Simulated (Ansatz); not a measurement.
**BClH2OSi: one species, many methods**

The task here is to estimate one member of a computed series from the others.

Computed with Ansatz 0.2.0, Gaussian basis. Level: functionals in def2-TZVPP, the program's frozen cores in correlated methods.

The runs, in order: LDA (SPW92), PBE-D4, revPBE-D4, BLYP-D4, r2SCAN-D4, B97M-V, PBE0-D4, B3LYP-D4, r2SCANh-D4, r2SCAN0-D4, HSE06-D4, BHLYP-D4, CAM-B3LYP-D4, LC-ωPBE, ωB97X-V, ωB97M-V, B2PLYP, PBE-QIDH; CCSD(T)/def2-SVP; CCSD(T)/def2-TZVPP; MP2/def2-QZVPP; extrapolation to the limit; RPA on PBE.

### Structure used throughout

The geometry comes from an earlier relaxation with PBE0-D4 in a triple-zeta def2 set; it is a stationary point.

6 atoms, charge 0, spin multiplicity 1.

Atoms are counted from 1 here; the program's logs count them from 0.

Bond lengths: Cl1–B2 1.724 Å, B2–O3 1.342 Å, B2–Si4 1.889 Å, O3–Si4 1.751 Å, Si4–H5 1.481 Å, Si4–H6 1.481 Å. Angles: Cl1–B2–O3 131.4°, Cl1–B2–Si4 165.6°, O3–B2–Si4 63.0°, B2–O3–Si4 73.9°, B2–Si4–O3 43.1°, B2–Si4–H5 124.4°, B2–Si4–H6 124.4°, O3–Si4–H5 112.3°, O3–Si4–H6 112.3°, H5–Si4–H6 110.9°.

Set-up of the first run:

File in.yaml:

```yaml
crystal:
  periodic: [false, false, false]
  atoms:
    - {symbol: Cl, position_ang: [-0.101753, -2.743410, 0.480814]}
    - {symbol: B, position_ang: [-0.099861, -1.050422, 0.152787]}
    - {symbol: O, position_ang: [-1.040305, -0.245578, -0.364586]}
    - {symbol: Si, position_ang: [0.342185, 0.776457, -0.031973]}
    - {symbol: H, position_ang: [0.900409, 1.382899, -1.262298]}
    - {symbol: H, position_ang: [0.041323, 1.815955, 0.978956]}
basis:
  gaussian: {orbitals: def2-TZVPP}
hamiltonian: {xc: lda}
output: {orbitals: {seedname: orbitals}}
```

Run with:

```console
ansatz run in.yaml --threads 2 --pin off --events-out ev --progress --plain --max-ram 4352MiB
```

Steps of the session up to this table: LDA; PBE-D4 (GGA); revPBE-D4 (GGA); BLYP-D4 (GGA); r2SCAN-D4 (meta-GGA); B97M-V (meta-GGA); PBE0-D4 (hybrid); B3LYP-D4 (hybrid); r2SCANh-D4 (hybrid); r2SCAN0-D4 (hybrid); HSE06-D4 (hybrid); BHLYP-D4 (hybrid); CAM-B3LYP-D4 (range-separated); LC-ωPBE (range-separated); ωB97X-V (range-separated); ωB97M-V (range-separated); B2PLYP (double hybrid); PBE-QIDH (double hybrid).

One of the session's tables, all rows but one given; the rest of the session is left out.

It belongs to the step «Orbital energies across the functionals». 

| functional | HOMO (eV) | gap (eV) |
| --- | --- | --- |
| LDA (SPW92) | -6.36 | 4.21 |
| PBE-D4 | -6.22 | 4.28 |
| revPBE-D4 | -6.16 | 4.31 |
| BLYP-D4 | -6.08 | 4.27 |
| r2SCAN-D4 | ? | ? |
| B97M-V | -6.49 | 4.74 |
| PBE0-D4 | -7.39 | 6.28 |
| B3LYP-D4 | -7.18 | 5.87 |
| r2SCANh-D4 | -6.87 | 5.50 |
| r2SCAN0-D4 | -7.53 | 6.59 |
| HSE06-D4 | -6.99 | 5.51 |
| BHLYP-D4 | -8.46 | 8.24 |
| CAM-B3LYP-D4 | -8.71 | 8.62 |
| LC-ωPBE | -10.02 | 11.07 |
| ωB97X-V | -9.67 | 10.62 |
| ωB97M-V | -9.50 | 10.19 |

Q: Estimate the row for r2SCAN-D4 from the others.

Worked estimate for «HOMO (eV)». Against the share of exact exchange, r2SCANh-D4 (0.1, -6.87), r2SCAN0-D4 (0.25, -7.53) give a slope of -4.40 per unit share; at 0 the line stands at -6.43.

As computed: HOMO (eV): -6.44; gap (eV): 4.78. In «HOMO (eV)» the line misses by +0.01.
